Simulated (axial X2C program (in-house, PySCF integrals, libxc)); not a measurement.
**AgP⁺: bond curves with and without spin–orbit coupling**

What are the state, bond length, wavenumber and bond energy of AgP⁺, and what does spin–orbit coupling change?

Method: all-electron X2C, Ag dyall-cv3z, P dyall-v3z; program: an in-house X2C program for linear molecules on PySCF integrals.

All values are calculated.

### 1 Set-up

task.json

```json
{
 "zs": [
  47,
  15
 ],
 "q": 1,
 "bas": [
  "dyall-cv3z",
  "dyall-v3z"
 ],
 "levels": [
  "PBE0",
  "HF",
  "BHandHLYP"
 ],
 "cc": true,
 "r0": 2.41,
 "thr": -2.0,
 "nmax": 90,
 "npts": 10,
 "nst": 2,
 "ntry": 6
}
```

Keys: zs atomic numbers; q charge; bas basis sets; levels methods (HF also brings MP2); cc coupled cluster on or off; r0 starting distance in Å; thr threshold in hartree for freezing inner shells (an s shell follows its p shell); nmax most natural virtual spinors; npts points asked for on the curve; nst determinants followed; ntry starts of the search.

On the command line:

```bash
$ python so2c.py task.json out
```

Spin-free means the one-electron spin-free X2C Hamiltonian; two-component (2c) means X2C with spin–orbit coupling and atomic mean-field two-electron Coulomb and Gaunt terms. Basis: Ag dyall-cv3z contracted to [12s12p8d5f3g], P dyall-v3z contracted to [8s7p2d1f]; Gaussian nuclei, density fitting. Masses: Ag 106.905 u, P 30.974 u.

Notation: σ, π±, δ± give the projection m of an orbital's angular momentum (0, ±1, ±2), α and β its spin, Λ and M_S the sums; ω is the projection of a spinor's total angular momentum and Ω the sum. Logs are in hartree.

The results follow Hamiltonian by Hamiltonian and level by level.

### 2 Which state to follow

PBE0 moves the distance from 2.410 Å to 2.472 Å and compares determinants there.

Spin-free determinants:

```
ΔE (eV)             state                          open shells
   0.00  M_S = 3/2, Λ = 0   beyond closed shells: σα, π+α, π-α
   0.52  M_S = 1/2, Λ = 0   beyond closed shells: σβ, π+α, π-α
   0.61  M_S = 1/2, Λ = 1            beyond closed shells: π+α
   1.36  M_S = 1/2, Λ = 2   beyond closed shells: σα, π+α, π+β
   1.36  M_S = 1/2, Λ = 0   beyond closed shells: σα, π+β, π-α
   3.01  M_S = 1/2, Λ = 1  beyond closed shells: π+α, π+β, π-α
   3.97  M_S = 3/2, Λ = 1    beyond closed shells: 2 × σα, π+α
```

Two-component determinants:

```
ΔE (eV)    state                                       open shells
   0.00  Ω = 3/2                     excess of +ω over −ω: ω = 3/2
   0.52  Ω = 1/2       excess of +ω over −ω: 2 × ω = -1/2, ω = 3/2
   0.58  Ω = 1/2                     excess of +ω over −ω: ω = 1/2
   1.36  Ω = 5/2        excess of +ω over −ω: 2 × ω = 1/2, ω = 3/2
   1.40  Ω = 1/2                     excess of +ω over −ω: ω = 1/2
   4.24  Ω = 3/2  excess of +ω over −ω: ω = 1/2, ω = -3/2, ω = 5/2
   4.26  Ω = 7/2  excess of +ω over −ω: ω = -1/2, ω = 3/2, ω = 5/2
```

### 3 PBE0, spin-free

State followed: M_S = 3/2, Λ = 0 (beyond closed shells: σα, π+α, π-α). The scan is laid around 2.472 Å, a first estimate of the minimum, and this SCF restarts from the orbitals of the search.

Output at 2.472 Å:

```text
spin-free X2C-1e  PBE0
basis functions 196  fitting functions 951  grid points 5082
iter        total energy     max residual
   1      -5656.856936292     1.10e-05
   2      -5656.856936298     7.03e-06
   3      -5656.856936299     4.09e-06
converged
one-electron -8088.04763089  Coulomb 2453.61122165  exact exchange -42.66053695  xc functional -130.67824807  nuclear repulsion 150.91825797
```

Along the bond, energies from the lowest point:

| R (Å) | E (eV) | μ (D) | HOMO (eV) | LUMO (eV) | iterations |
| --- | --- | --- | --- | --- | --- |
| 2.151 | 0.3190 | -0.04 | -13.30 | -10.51 | 12 |
| 2.249 | 0.1228 | 0.08 | -13.28 | -10.46 | 11 |
| 2.324 | 0.0449 | 0.17 | -13.26 | -10.41 | 11 |
| 2.398 | 0.0081 | 0.24 | -13.23 | -10.35 | 11 |
| 2.472 | 0.0000 | 0.29 | -13.19 | -10.28 | 3 |
| 2.558 | 0.0153 | 0.33 | -13.13 | -10.20 | 10 |
| 2.645 | 0.0480 | 0.34 | -13.07 | -10.11 | 10 |
| 2.756 | 0.1049 | 0.33 | -12.97 | -9.99 | 10 |
| 2.892 | 0.1855 | 0.26 | -12.84 | -9.85 | 10 |
| 3.090 | 0.3077 | 0.09 | -12.63 | -9.67 | 10 |

Dipoles are positive if P is the positive end and refer to the centre of mass.

Outer orbitals at the reference distance:

```json
{"symmetry": "σα", "occupied": "yes", "ε (eV)": "-23.27", "atomic character": "78% P s, 8% Ag p, 8% Ag d"}
{"symmetry": "σβ", "occupied": "yes", "ε (eV)": "-20.02", "atomic character": "67% P s, 17% Ag d, 8% Ag p"}
{"symmetry": "σα", "occupied": "yes", "ε (eV)": "-17.21", "atomic character": "83% Ag d, 12% P p, 4% P s"}
{"symmetry": "π+α", "occupied": "yes", "ε (eV)": "-17.03", "atomic character": "96% Ag d, 3% P p"}
{"symmetry": "π-α", "occupied": "yes", "ε (eV)": "-17.03", "atomic character": "96% Ag d, 3% P p"}
{"symmetry": "π+β", "occupied": "yes", "ε (eV)": "-16.79", "atomic character": "98% Ag d"}
{"symmetry": "π-β", "occupied": "yes", "ε (eV)": "-16.79", "atomic character": "98% Ag d"}
{"symmetry": "δ+α", "occupied": "yes", "ε (eV)": "-16.75", "atomic character": "100% Ag d"}
{"symmetry": "δ-α", "occupied": "yes", "ε (eV)": "-16.75", "atomic character": "100% Ag d"}
{"symmetry": "δ-β", "occupied": "yes", "ε (eV)": "-16.62", "atomic character": "100% Ag d"}
{"symmetry": "δ+β", "occupied": "yes", "ε (eV)": "-16.62", "atomic character": "100% Ag d"}
{"symmetry": "σβ", "occupied": "yes", "ε (eV)": "-16.51", "atomic character": "82% Ag d, 12% P s, 3% P p"}
{"symmetry": "σα", "occupied": "yes", "ε (eV)": "-13.88", "atomic character": "63% P p, 20% Ag s, 11% Ag d"}
{"symmetry": "π-α", "occupied": "yes", "ε (eV)": "-13.19", "atomic character": "89% P p, 6% Ag d, 3% Ag p"}
{"symmetry": "π+α", "occupied": "yes", "ε (eV)": "-13.19", "atomic character": "89% P p, 6% Ag d, 3% Ag p"}
{"symmetry": "σβ", "occupied": "no", "ε (eV)": "-10.28", "atomic character": "53% P p, 39% Ag s, 3% P s"}
{"symmetry": "π+β", "occupied": "no", "ε (eV)": "-8.40", "atomic character": "86% P p, 9% Ag p, 4% Ag d"}
{"symmetry": "π-β", "occupied": "no", "ε (eV)": "-8.40", "atomic character": "86% P p, 9% Ag p, 4% Ag d"}
{"symmetry": "σα", "occupied": "no", "ε (eV)": "-8.22", "atomic character": "61% Ag s, 20% Ag p, 11% P p"}
```

PBE0 fields in the half plane through the axis: z from -2.4 to 4.8 Å across, distance from the axis 0.15 to 2.25 Å upwards; Ag lies at z = 0 and P at z = 2.472 Å; the ELF is damped to zero where the density is low.

log10 density (e/bohr³). Ten even steps from ' ' (-5.54 ) to '@' (1.78 ):
```
    ......::::::::::::::::------------::::::....  
  ....::::::------------------------------::::....
  ..::::------==========================----::::..
....::----======++============++++++======----::::
..::::--====++++++++++++++++++++++++++++====--::::
..::--====++**********++++++++******++++++==----::
..::--==++****######****++++****##****++++====--::
..::--==++**##%%@@%%##**++****##@@%%****++====--::
```

ELF. Ten even steps from '0' (0.00 ) to '9' (0.91 ):
```
0000000000000011221000000
0000000000000124554310000
0000000000001357787642000
0000000111112478999864100
0000011222112689999985200
0000013565322788689986310
0000136878623771214997410
0000137272733735890887410
```

Re = 2.461 Å, ωe = 207.6 cm⁻¹, ωexe = 1.78 cm⁻¹, Be = 0.1159 cm⁻¹, De = 1.04 eV, μ = 0.28 D.

### 4 HF, spin-free

Output at 2.472 Å:

```text
spin-free X2C-1e  HF
basis functions 196  fitting functions 951  grid points 5082
iter        total energy     max residual
   1      -5654.160299079     4.40e-01
   2      -5654.188591048     5.98e-03
   3      -5654.190265855     3.28e-03
   4      -5654.190678760     1.90e-03
   5      -5654.190907939     1.12e-03
   6      -5654.191032034     5.66e-04
   7      -5654.191053895     3.05e-04
   8      -5654.191061942     1.36e-04
   9      -5654.191063834     6.82e-05
  10      -5654.191064193     2.44e-05
  11      -5654.191064238     8.70e-06
  12      -5654.191064246     2.58e-06
  13      -5654.191064246     1.02e-06
converged
one-electron -8088.90315287  Coulomb 2454.60590342  exact exchange -170.81207276  xc functional 0.00000000  nuclear repulsion 150.91825797
```

No constants are quoted: too few points lie around the minimum for a second fit to confirm the first.

### 5 BHandHLYP, spin-free

The SCF at the reference distance of 2.472 Å:

```text
spin-free X2C-1e  BHandHLYP
basis functions 196  fitting functions 951  grid points 5082
iter        total energy     max residual
   1      -5657.296031221     1.41e-01
   2      -5657.298261204     2.59e-03
   3      -5657.298313649     3.11e-03
   4      -5657.298389196     5.27e-04
   5      -5657.298397865     2.00e-04
   6      -5657.298400953     8.26e-05
   7      -5657.298401469     3.55e-05
   8      -5657.298401578     1.23e-05
   9      -5657.298401589     2.96e-06
  10      -5657.298401589     1.17e-06
converged
one-electron -8088.49419103  Coulomb 2454.10348812  exact exchange -85.35060155  xc functional -88.47535510  nuclear repulsion 150.91825797
```

Re = 2.563 Å, ωe = 178.2 cm⁻¹, ωexe = 1.27 cm⁻¹, Be = 0.1068 cm⁻¹, De = 0.830 eV, μ = 0.24 D.

### 6 MP2 and beyond, spin-free

Correlated methods: 15 electrons correlated (frozen shells, counted by type: Ag 4 s, 3 p, 1 d; P 2 s, 1 p), 249 virtual spinors in MP2, 89 natural virtuals in coupled cluster.

Output of the correlated part at 2.472 Å:

```text
correlated 15  virtual 249  natural virtual 89  E(MP2) -0.476802345  MP2 remainder -0.039093672
iter   CCSD correlation   residual
   1     -0.418493006   1.12e-01
   2     -0.426946893   3.34e-02
   3     -0.427672644   1.41e-02
   4     -0.427698673   6.39e-03
   5     -0.427830366   2.91e-03
   6     -0.427849524   9.77e-04
   7     -0.427845713   3.23e-04
   8     -0.427849507   1.20e-04
   9     -0.427847459   5.33e-05
  10     -0.427847649   1.49e-05
  11     -0.427847427   5.22e-06
  12     -0.427847413   2.09e-06
(T) -0.014410061  T1 0.0154  D1 0.0410  max T2 0.061
```

T1 in the output is the amplitude norm over the root of the electron number; divide by √2 for the Lee–Taylor value.

MP2: Re = 2.493 Å, ωe = 195.7 cm⁻¹, Be = 0.1129 cm⁻¹, De = 0.855 eV.

CCSD: No constants are quoted: too few points lie around the minimum for a second fit to confirm the first.

CCSD(T): Re = 2.531 Å, ωe = 187.5 cm⁻¹, ωexe = 1.37 cm⁻¹, Be = 0.1096 cm⁻¹, De = 0.764 eV. T1 at Re = 0.010 (Lee–Taylor, the printed value over √2).

### 7 A higher determinant, spin-free

State: M_S = 1/2, Λ = 0 (beyond closed shells: σβ, π+α, π-α).

Output at the reference distance:

```text
spin-free X2C-1e  PBE0
basis functions 196  fitting functions 951  grid points 5082
iter        total energy     max residual
   1      -5656.837798025     8.56e-06
   2      -5656.837798027     7.26e-06
   3      -5656.837798028     1.65e-06
converged
one-electron -8087.75007806  Coulomb 2453.30509065  exact exchange -42.65120405  xc functional -130.65986453  nuclear repulsion 150.91825797
```

| R (Å) | E above the lowest PBE0 point (eV) |
| --- | --- |
| 2.151 | 0.817 |
| 2.249 | 0.627 |
| 2.324 | 0.555 |
| 2.398 | 0.524 |
| 2.472 | 0.521 |
| 2.558 | 0.542 |
| 2.645 | 0.579 |
| 2.756 | 0.640 |
| 2.892 | 0.723 |

Re = 2.443 Å, ωe = 214.8 cm⁻¹, ωexe = 2.02 cm⁻¹, Be = 0.1177 cm⁻¹, μ = 0.25 D. ⟨S²⟩ = 1.77 against 0.75 for a pure state, so this determinant mixes spins. Te = 0.52 eV.

### 8 The spin-free curves together

Energy (eV) of the followed determinant, spin-free, from each level's lowest point:

| R (Å) | PBE0 | HF | MP2 | CCSD | CCSD(T) | BHandHLYP |
| --- | --- | --- | --- | --- | --- | --- |
| 2.151 | 0.319 | 0.950 | 0.352 | n/a | n/a | 0.474 |
| 2.249 | 0.123 | 0.589 | 0.149 | 0.231 | 0.192 | 0.229 |
| 2.324 | 0.045 | 0.399 | 0.063 | 0.119 | 0.091 | 0.118 |
| 2.398 | 0.008 | 0.260 | 0.017 | 0.051 | 0.033 | 0.050 |
| 2.472 | 0.000 | 0.161 | 0.000 | 0.014 | 0.005 | 0.013 |
| 2.558 | 0.015 | 0.083 | 0.006 | 0.000 | 0.000 | 0.000 |
| 2.645 | 0.048 | 0.035 | 0.030 | 0.008 | 0.016 | 0.008 |
| 2.756 | 0.105 | 0.004 | 0.080 | 0.040 | 0.056 | 0.040 |
| 2.892 | 0.185 | 0.000 | 0.155 | n/a | n/a | 0.097 |
| 3.090 | 0.308 | 0.029 | 0.274 | n/a | n/a | 0.197 |

### 9 PBE0, 2c

State followed: Ω = 3/2 (excess of +ω over −ω: ω = 3/2). The scan is laid around 2.472 Å, a first estimate of the minimum, and this SCF restarts from the orbitals of the search.

Output at 2.472 Å:

```text
two-component X2C + atomic mean field  PBE0
basis functions 196  fitting functions 951  grid points 5082
iter        total energy     max residual
   1      -5654.596983129     6.57e-06
   2      -5654.596983132     5.29e-06
   3      -5654.596983133     1.28e-06
converged
one-electron -8081.75025142  Coulomb 2452.35511225  exact exchange -42.63701263  xc functional -130.60887915  nuclear repulsion 150.91825797  atomic mean-field constant -2.87421014
```

Along the bond, energies from the lowest point:

| R (Å) | E (eV) | μ (D) | HOMO (eV) | LUMO (eV) | iterations |
| --- | --- | --- | --- | --- | --- |
| 2.151 | 0.3199 | -0.04 | -13.26 | -10.51 | 14 |
| 2.249 | 0.1234 | 0.08 | -13.25 | -10.46 | 14 |
| 2.324 | 0.0453 | 0.17 | -13.23 | -10.41 | 13 |
| 2.398 | 0.0083 | 0.23 | -13.20 | -10.35 | 13 |
| 2.472 | 0.0000 | 0.29 | -13.16 | -10.28 | 3 |
| 2.558 | 0.0151 | 0.33 | -13.11 | -10.20 | 12 |
| 2.645 | 0.0476 | 0.34 | -13.04 | -10.11 | 11 |
| 2.756 | 0.1044 | 0.33 | -12.95 | -9.99 | 11 |
| 2.892 | 0.1849 | 0.26 | -12.82 | -9.85 | 10 |
| 3.090 | 0.3069 | 0.09 | -12.61 | -9.67 | 10 |

Dipoles are positive if P is the positive end and refer to the centre of mass.

Outer spinors at the reference distance:

```csv
ω,occupied,ε (eV),atomic character,λ mixture
1/2,yes,-23.27,"78% P s, 8% Ag p, 8% Ag d",100% σ
-1/2,yes,-20.03,"67% P s, 18% Ag d, 8% Ag p",100% σ
1/2,yes,-17.36,"87% Ag d, 8% P p, 3% P s","76% σ, 24% π"
-1/2,yes,-17.23,"94% Ag d, 3% P p","89% π, 11% σ"
3/2,yes,-17.11,98% Ag d,"59% π, 41% δ"
-3/2,yes,-17.10,100% Ag d,"78% δ, 22% π"
1/2,yes,-16.78,"94% Ag d, 4% P p","76% π, 24% σ"
3/2,yes,-16.67,98% Ag d,"59% δ, 41% π"
-3/2,yes,-16.57,99% Ag d,"78% π, 22% δ"
5/2,yes,-16.54,100% Ag d,100% δ
-1/2,yes,-16.43,"83% Ag d, 10% P s, 3% P p","89% σ, 11% π"
-5/2,yes,-16.40,100% Ag d,100% δ
1/2,yes,-13.88,"63% P p, 20% Ag s, 12% Ag d",100% σ
-1/2,yes,-13.21,"89% P p, 6% Ag d, 3% Ag p",100% π
3/2,yes,-13.16,"89% P p, 6% Ag d, 3% Ag p",100% π
-1/2,no,-10.28,"53% P p, 39% Ag s, 3% P s",100% σ
1/2,no,-8.42,"85% P p, 10% Ag p, 4% Ag d",100% π
-3/2,no,-8.37,"86% P p, 9% Ag p, 4% Ag d",100% π
1/2,no,-8.22,"61% Ag s, 20% Ag p, 12% P p",100% σ
```

PBE0 fields in the half plane through the axis: z from -2.4 to 4.8 Å across, distance from the axis 0.15 to 2.25 Å upwards; Ag lies at z = 0 and P at z = 2.472 Å; the ELF is damped to zero where the density is low.

log10 density (e/bohr³). Ten even steps from '0' (-5.54 ) to '9' (1.78 ):
```
0011122222222333333222110
0112223333333333333332211
0122333444444444444433221
1123344454444445554443322
1223445555555555555544322
1234456666655556665554332
1234566777665566766554432
1234567898765667986654432
```

ELF. Ten even steps from '0' (0.00 ) to '9' (0.91 ):
```
0000000000000011221000000
0000000000000124554310000
0000000000001357787642000
0000000111112478999864100
0000011222112689999985200
0000013565322788689986310
0000136878623771214997410
0000137272733735890887410
```

Re = 2.461 Å, ωe = 207.4 cm⁻¹, ωexe = 1.77 cm⁻¹, Be = 0.1159 cm⁻¹, De = 1.04 eV, μ = 0.28 D.

### 10 HF, 2c

Output at 2.472 Å:

```text
two-component X2C + atomic mean field  HF
basis functions 196  fitting functions 951  grid points 5082
iter        total energy     max residual
   1      -5651.899141883     4.41e-01
   2      -5651.927446428     6.00e-03
   3      -5651.929124439     3.27e-03
   4      -5651.929538205     1.89e-03
   5      -5651.929767341     1.12e-03
   6      -5651.929892178     5.66e-04
   7      -5651.929914281     3.05e-04
   8      -5651.929922495     1.36e-04
   9      -5651.929924484     6.82e-05
  10      -5651.929924906     2.41e-05
  11      -5651.929925000     1.63e-05
  12      -5651.929925052     1.44e-05
  13      -5651.929925089     1.25e-05
  14      -5651.929925146     8.84e-06
  15      -5651.929925199     2.87e-06
  16      -5651.929925206     6.98e-07
  17      -5651.929925206     3.05e-07
converged
one-electron -8082.60228607  Coulomb 2453.34611977  exact exchange -170.71780673  xc functional 0.00000000  nuclear repulsion 150.91825797  atomic mean-field constant -2.87421014
```

No constants are quoted: too few points lie around the minimum for a second fit to confirm the first.

### 11 BHandHLYP, 2c

The SCF at the reference distance of 2.472 Å:

```text
two-component X2C + atomic mean field  BHandHLYP
basis functions 196  fitting functions 951  grid points 5082
iter        total energy     max residual
   1      -5655.035472998     1.41e-01
   2      -5655.037705588     2.62e-03
   3      -5655.037758775     3.09e-03
   4      -5655.037833481     5.32e-04
   5      -5655.037842278     2.00e-04
   6      -5655.037845511     8.28e-05
   7      -5655.037846122     3.59e-05
   8      -5655.037846331     2.29e-05
   9      -5655.037846430     2.04e-05
  10      -5655.037846506     1.82e-05
  11      -5655.037846616     1.44e-05
  12      -5655.037846787     4.27e-06
  13      -5655.037846805     7.68e-07
  14      -5655.037846805     2.58e-07
converged
one-electron -8082.19560122  Coulomb 2452.84609316  exact exchange -85.30352090  xc functional -88.42886567  nuclear repulsion 150.91825797  atomic mean-field constant -2.87421014
```

Re = 2.564 Å, ωe = 178.0 cm⁻¹, ωexe = 1.26 cm⁻¹, Be = 0.1067 cm⁻¹, De = 0.829 eV, μ = 0.24 D.

### 12 Correlated methods, 2c

Correlated methods: 15 electrons correlated (frozen shells, counted by type: Ag 4 s, 3 p, 1 d; P 2 s, 1 p), 249 virtual spinors in MP2, 90 natural virtuals in coupled cluster.

Output of the correlated part at 2.472 Å:

```text
correlated 15  virtual 249  natural virtual 90  E(MP2) -0.476709112  MP2 remainder -0.037078404
iter   CCSD correlation   residual
   1     -0.420125214   1.12e-01
   2     -0.428611099   3.34e-02
   3     -0.429332649   1.41e-02
   4     -0.429356983   6.37e-03
   5     -0.429488725   2.91e-03
   6     -0.429507855   9.79e-04
   7     -0.429503970   3.24e-04
   8     -0.429507803   1.22e-04
   9     -0.429505716   5.47e-05
  10     -0.429505917   1.65e-05
  11     -0.429505682   7.49e-06
  12     -0.429505668   4.74e-06
(T) -0.014642912  T1 0.0154  D1 0.0409  max T2 0.060
```

MP2: Re = 2.495 Å, ωe = 195.3 cm⁻¹, Be = 0.1128 cm⁻¹, De = 0.854 eV.

CCSD: No constants are quoted: too few points lie around the minimum for a second fit to confirm the first.

CCSD(T): Re = 2.533 Å, ωe = 187.2 cm⁻¹, ωexe = 1.36 cm⁻¹, Be = 0.1094 cm⁻¹, De = 0.761 eV. T1 at Re = 0.010 (Lee–Taylor, the printed value over √2).

### 13 A higher determinant, 2c

State: Ω = 1/2 (excess of +ω over −ω: 2 × ω = -1/2, ω = 3/2).

Output at the reference distance:

```text
two-component X2C + atomic mean field  PBE0
basis functions 196  fitting functions 951  grid points 5082
iter        total energy     max residual
   1      -5654.577865208     6.11e-06
   2      -5654.577865210     4.24e-06
converged
one-electron -8081.44934579  Coulomb 2452.04551246  exact exchange -42.62765190  xc functional -130.59042781  nuclear repulsion 150.91825797  atomic mean-field constant -2.87421014
```

| R (Å) | E above the lowest PBE0 point (eV) |
| --- | --- |
| 2.151 | 0.817 |
| 2.249 | 0.627 |
| 2.324 | 0.554 |
| 2.398 | 0.523 |
| 2.472 | 0.520 |
| 2.558 | 0.541 |
| 2.645 | 0.578 |
| 2.756 | 0.639 |
| 2.892 | 0.723 |

Re = 2.443 Å, ωe = 214.9 cm⁻¹, ωexe = 2.02 cm⁻¹, Be = 0.1176 cm⁻¹, μ = 0.24 D. Te = 0.52 eV.

### 14 The 2c curves together

Energy (eV) of the followed determinant, 2c, from each level's lowest point:

| R (Å) | PBE0 | HF | MP2 | CCSD | CCSD(T) | BHandHLYP |
| --- | --- | --- | --- | --- | --- | --- |
| 2.151 | 0.320 | 0.952 | 0.354 | n/a | n/a | 0.475 |
| 2.249 | 0.123 | 0.590 | 0.150 | 0.233 | 0.194 | 0.230 |
| 2.324 | 0.045 | 0.400 | 0.064 | 0.120 | 0.093 | 0.118 |
| 2.398 | 0.008 | 0.261 | 0.018 | 0.051 | 0.034 | 0.050 |
| 2.472 | 0.000 | 0.162 | 0.000 | 0.014 | 0.005 | 0.014 |
| 2.558 | 0.015 | 0.083 | 0.005 | 0.000 | 0.000 | 0.000 |
| 2.645 | 0.048 | 0.035 | 0.030 | 0.008 | 0.016 | 0.008 |
| 2.756 | 0.104 | 0.005 | 0.079 | 0.039 | 0.056 | 0.039 |
| 2.892 | 0.185 | 0.000 | 0.154 | n/a | n/a | 0.097 |
| 3.090 | 0.307 | 0.029 | 0.272 | n/a | n/a | 0.197 |

The whole job took 2.9 min on 1 thread of Arm Neoverse V1, shared host.

### 15 Constants

Lowest determinant that the search found at its distance, spin-free: M_S = 3/2, Λ = 0 (beyond closed shells: σα, π+α, π-α).

Lowest determinant that the search found at its distance, 2c: Ω = 3/2 (excess of +ω over −ω: ω = 3/2).

```
Hamiltonian      level  Re (Å)  ωe (cm⁻¹)  De (eV)  μ (D)
  spin-free       PBE0   2.461      207.6     1.04   0.28
  spin-free        MP2   2.493      195.7    0.855    n/a
  spin-free    CCSD(T)   2.531      187.5    0.764    n/a
  spin-free  BHandHLYP   2.563      178.2    0.830   0.24
         2c       PBE0   2.461      207.4     1.04   0.28
         2c        MP2   2.495      195.3    0.854    n/a
         2c    CCSD(T)   2.533      187.2    0.761    n/a
         2c  BHandHLYP   2.564      178.0    0.829   0.24
```

Dipoles are positive if P is the positive end and refer to the centre of mass. No constants: spin-free HF (too few points lie around the minimum for a second fit to confirm the first); spin-free CCSD (too few points lie around the minimum for a second fit to confirm the first); 2c HF (too few points lie around the minimum for a second fit to confirm the first); 2c CCSD (too few points lie around the minimum for a second fit to confirm the first).

Time per point (s) on 1 thread of Arm Neoverse V1, shared host (2c runs); the times are rough: PBE0 0.65, MP2 0.93, CCSD(T) 6.9, BHandHLYP 0.81.

**Reading.** At CCSD(T), going from spin-free to two-component changes Re by +1 mÅ, ωe by -0.2 %; the spin-free picture holds up (part of it comes from the scalar share of the two-electron terms). De moves by 0.00 eV; both De rest on single-determinant atoms, which can miss part of an open shell's spin–orbit lowering.

De refers to Ag+ + P, each in the lowest determinant found, which need not be this curve's own limit. Each curve is one determinant whose occupation by symmetry is held fixed; it was picked as the lowest of a PBE0 search that is not exhaustive. De is counted from the lowest determinant-based energies of the atoms at the same level, without counterpoise correction. Density functionals use the spin component along the axis (collinear). CCSD and (T) use frozen natural virtuals with an MP2 correction for the truncation. With several unpaired electrons one determinant need not be a pure state.
